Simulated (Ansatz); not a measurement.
# AgB2 (P6/mmm) in Ansatz: band structure with PBE

Aim: the band structure of AgB2 with PBE.

Everything below comes from runs of Ansatz 0.2.0. Logs are shortened: lines on timing, memory, paths and dates and some standing lists are left out, and cuts for length are marked.

### Step 1. The crystal as given

The structure is hexagonal, space group P6/mmm (No. 191). Conventional cell: a = 3.000 Å, b = 3.000 Å, c = 3.240 Å, α = 90.00°, β = 90.00°, γ = 120.00°. Ag (site symmetry 6/mmm) has 12 B at 2.37 Å as nearest neighbours. B (site symmetry -6m2) has 3 B at 1.73 Å as nearest neighbours.

### Step 2. Band structure, PBE

File input.yaml:

```yaml
crystal:
  lattice:
    - [3.0, 0.0, 0.0]
    - [-1.5, 2.5980762114, 0.0]
    - [0.0, 0.0, 3.24]
  atoms:
    - { symbol: Ag, position: [0.0, 0.0, 0.0] }
    - { symbol: B, position: [0.6666666667, 0.3333333333, 0.5] }
    - { symbol: B, position: [0.3333333333, 0.6666666667, 0.5] }
hamiltonian:
  xc: pbe
  pseudopotentials: { kind: paw }
kpoints:
  mp_grid: { grid: [7, 7, 6] }
  band_path:
    path:
      - [[0.0, 0.0, 0.0], [0.5, 0.0, 0.0], [0.3333333333, 0.3333333333, 0.0], [0.0, 0.0, 0.0], [0.0, 0.0, 0.5], [0.5, 0.0, 0.5], [0.3333333333, 0.3333333333, 0.5], [0.0, 0.0, 0.5]]
      - [[0.5, 0.0, 0.5], [0.5, 0.0, 0.0]]
      - [[0.3333333333, 0.3333333333, 0.0], [0.3333333333, 0.3333333333, 0.5]]
    npoints: 14
scf:
  occupations: { method: fermi_dirac, width: 0.05 }
  n_extra_bands: 7
output:
  forces: true
  stress: true
  eigenvalues: true
  fatbands: false
```

Potentials or basis: Ansatz PAW.

On the command line:

```console
ansatz run input.yaml --threads 2 --pin off --max-ram 5632MiB --backend cpu --events-out ev --progress --plain --runs-dir out
```

The program printed:

```text
Warning: RAYON_NUM_THREADS=2 ignored (pool sized by the plan → 2); use --threads N
scf.n_extra_bands = 7 over 13 filled bands (N_el = 25.0): the run solves 20 bands
Engine: ansatz 0.2.0, aarch64-unknown-linux-gnu
Pseudopotentials: kind: paw
Pseudopotential: Ag, paw, valence charge 19, recommended cutoff 420 eV (normal), Ag.paw.azcp
Pseudopotential: B, paw, valence charge 3, recommended cutoff 420 eV (normal), B.paw.azcp
Functional definition: PBE
  parameter kappa = 0.804
  parameter beta = 0.06672455060314922
  exchange = pbe_x(kappa = kappa, mu = beta*pi^2/3)
  correlation = pbe_c(beta = beta)
Crystal: 3 atoms, lattice volume = 25.253 Å³
Basis set: ecut = 420 eV, 491 PW (Γ), exchange–correlation on 48×48×48 points (8 copies of the dense FFT grid, shifted against one another)
Bands: 20, of which v1, the nominal top of the filled ones, is band 13 counted from 1 (12 counted from 0)
Symmetry: 24 space group operations
Space group: P6/mmm (ITA 191), of the structure as read, at distance tolerance 2.9e-5 Å
k-points: 32 of 294
Non-local potential: Ag, projectors of the file, l = 0: 3, l = 1: 2, l = 2: 2, l = 3: 1
Non-local potential: B, projectors of the file, l = 0: 2, l = 1: 2, l = 2: 1
PAW form: soft (Blöchl's): semilocal exchange-correlation on the pseudo side does not see the compensation charge
PAW one-centre angular grid: Ag, 590 points (default); XC on 64 Gauss nodes
PAW one-centre angular grid: B, 110 points (default); XC on 64 Gauss nodes
Initial density: superposition of atomic densities (neutral atoms: chi_scale 0, normalization atom), corrected by the library's trained network
Initial wavefunctions: pseudopotential atomic-orbital guess
Functional: x = pbe(κ = 0.804, μ = 0.2195149727645171), c = pbe(β = 0.06672455060314922)
SCF iter   1: F=—  HF=-7899.497189 eV  |F-HF|=—  |Δ(HF+E_count)|=         —  Δρ=3.00e-3  dr2=2.85e-3  ethr=1.77e-3  ⟨swp⟩=4.5  Hψ=2702  notcnv=0  defer=7
preconditioner: auto → none  [metal: Δε(μ)=0.044 eV  Ē_g=15.778 eV  σ=0.050 eV  W_gap=0.22  n_scr=8 (ndim 8)  ℏωp=30.5 eV  f_vac=0.000  D(μ)=1.72/eV (n_scr^D=20)  sad-step TF]
SCF iter   2: F=—  HF=-7899.497266 eV  |F-HF|=—  |Δ(HF+E_count)|=   7.71e-5  Δρ=1.92e-3  dr2=1.48e-3  ethr=1.14e-5  ⟨swp⟩=1.2  Hψ=908  notcnv=0  defer=39
SCF iter   3: F=—  HF=-7899.496964 eV  |F-HF|=—  |Δ(HF+E_count)|=   3.02e-4  Δρ=4.56e-4  dr2=5.56e-5  ethr=5.94e-6  ⟨swp⟩=1.5  Hψ=635  notcnv=0  defer=39
SCF iter   4: F=—  HF=-7899.496959 eV  |F-HF|=—  |Δ(HF+E_count)|=   5.45e-6  Δρ=1.59e-4  dr2=3.17e-6  ethr=2.22e-7  ⟨swp⟩=2.1  Hψ=785  notcnv=0  defer=39
iter 5 did not close the SCF: its close was put off for the readings that it lacked (scf_convergence_deferred on its scf_iter line)
SCF iter   5: F=-7899.496959 eV  HF=-7899.496959 eV  |F-HF|=1.05e-8  |Δ(HF+E_count)|=   3.95e-7  Δρ=1.82e-5  dr2=3.78e-8  ethr=1.27e-8  ⟨swp⟩=2.1  Hψ=897  notcnv=0  defer=39
SCF iter   6: F=-7899.496959 eV  HF=-7899.496959 eV  |F-HF|=1.82e-11  |Δ(HF+E_count)|=   2.50e-9  Δρ=1.50e-6  dr2=3.19e-10  ethr=1.51e-10  ⟨swp⟩=5.1  Hψ=2442  notcnv=0
SCF 1 converged in 6 iterations: F = -7899.496959 eV  dr2 = 3.19e-10
NSCF: frozen V_eff on 129 k-points
SCF converged after 6 iterations
Free energy (F): -7899.496959 eV
Harris-Foulkes:  -7899.496959 eV  (|F-HF|=1.82e-11)
Internal energy: -7899.483116 eV  (E = F + TS)
E sigma→0 (E₀):  -7899.490037 eV
Entropy (-TS):   -0.013842 eV (-4.614 meV/atom)
Fermi energy:    18.607433 eV
--- Per-component energies (eV) ---
  E_band       = -162.185241
  E_kinetic    = 633.742301
  E_local      = -2344.345359  (includes V_loc(G=0)·N_el)
  E_nonlocal   = 104.757765
  E_hartree    = 1087.747664
  E_xc         = -252.878924
  E_vxc        = -316.333750  (∫ρ·V_xc dr)
  E_paw        = -4058.907482  (= ΣΔE_a)
  E_vpaw       = -415.502112  (= ΣTr[D̂ρ^β])
  E_aug_tail   = 0.000326  (compensation charges beyond the density's cutoff)
  E_ewald      = -3069.599408
  E_smearing   = -0.013842  (= −TS)
  E_closure    = 0.000000  (closes the sum)
  Σ components = -7899.496959   (vs F -7899.496959, Δ=0.00e0)
--- Forces (eV/Å), atoms counted from 1 ---
  atom   1  Ag    -0.00000000     0.00000000     0.00000000
  atom   2  B      0.00000000     0.00000000     0.00000000
  atom   3  B      0.00000000    -0.00000000     0.00000000
  max |Σ_I F_I| component: 2.63e-31 eV/Å
--- Stress (GPa, compression-positive) ---
       43.213409      -0.000000       0.000000
       -0.000000      43.213409       0.000000
        0.000000       0.000000      75.090802
  P = ⅓ Tr σ = 53.8392 GPa (538.392 kbar)
--- Band table (eV; the first three rows and the last of 32) ---
  k-point 0: bands = ["-74.5487", "-38.0398", "-38.0398", "-38.0022", "4.1813", "11.3917", "11.9236", "11.9236", "13.4759", "13.4759", "15.3369", "19.6600", "19.6600", "24.1950", "24.1950", "24.2643", "25.7428", "28.5001", "35.3429", "37.4058"]
  k-point 1: bands = ["-74.5485", "-38.0393", "-38.0393", "-38.0085", "4.5438", "11.1006", "12.0544", "12.0544", "13.2733", "13.2733", "14.5668", "19.3373", "19.3373", "24.9181", "24.9181", "25.5966", "25.9600", "28.6163", "34.4610", "37.3506"]
  k-point 2: bands = ["-74.5479", "-38.0383", "-38.0383", "-38.0211", "5.5238", "9.9125", "12.3456", "12.3456", "12.9073", "12.9073", "13.8538", "18.6827", "18.6827", "25.3383", "26.6037", "26.6037", "28.8137", "29.5433", "32.9161", "37.2764"]
  k-point 31: bands = ["-74.5402", "-38.1069", "-38.0852", "-38.0143", "8.1468", "9.3410", "11.5807", "11.9482", "12.2725", "13.9412", "16.7040", "17.2003", "17.4121", "19.7460", "22.2940", "28.8713", "29.5038", "33.1162", "34.3224", "35.2073"]
```

Wall time 1.2 s (2 threads of Arm Neoverse V2, shared host); peak memory 0.28 GiB.

What came out:

| Quantity | Value |
| --- | --- |
| Free energy | -7899.4970 eV |
| Pressure | 53.8 GPa |
| Band gap on the k mesh | none (metal or under the smearing width) |

Stress tensor (GPa, compression positive):
```
43.21  0.00  0.00
 0.00 43.21  0.00
 0.00  0.00 75.09
```

Levels at the corners of the path, in eV from the Fermi level:
```tsv
point	band 9	band 10	band 11	band 12	band 13	band 14	band 15	band 16
Γ	-5.13	-5.13	-3.27	1.05	1.05	5.59	5.59	5.66
M	-5.43	-4.59	-3.37	-3.34	2.88	4.26	6.09	6.36
K	-6.62	-4.47	-4.47	-3.75	4.47	4.47	8.26	8.26
Γ	-5.13	-5.13	-3.27	1.05	1.05	5.59	5.59	5.66
A	-5.87	-5.87	-4.86	-0.26	-0.26	6.61	9.09	9.09
L	-4.64	-4.56	-4.53	-1.38	0.38	0.87	5.28	9.45
H	-6.26	-4.69	-1.40	-1.40	-0.33	-0.33	3.14	11.68
A	-5.87	-5.87	-4.86	-0.26	-0.26	6.61	9.09	9.09
L	-4.64	-4.56	-4.53	-1.38	0.38	0.87	5.28	9.45
M	-5.43	-4.59	-3.37	-3.34	2.88	4.26	6.09	6.36
K	-6.62	-4.47	-4.47	-3.75	4.47	4.47	8.26	8.26
H	-6.26	-4.69	-1.40	-1.40	-0.33	-0.33	3.14	11.68
```

Caveat: a pressure of tens of GPa on the cell as given is suspect, and the run, the potentials or the cell itself is likely at fault.
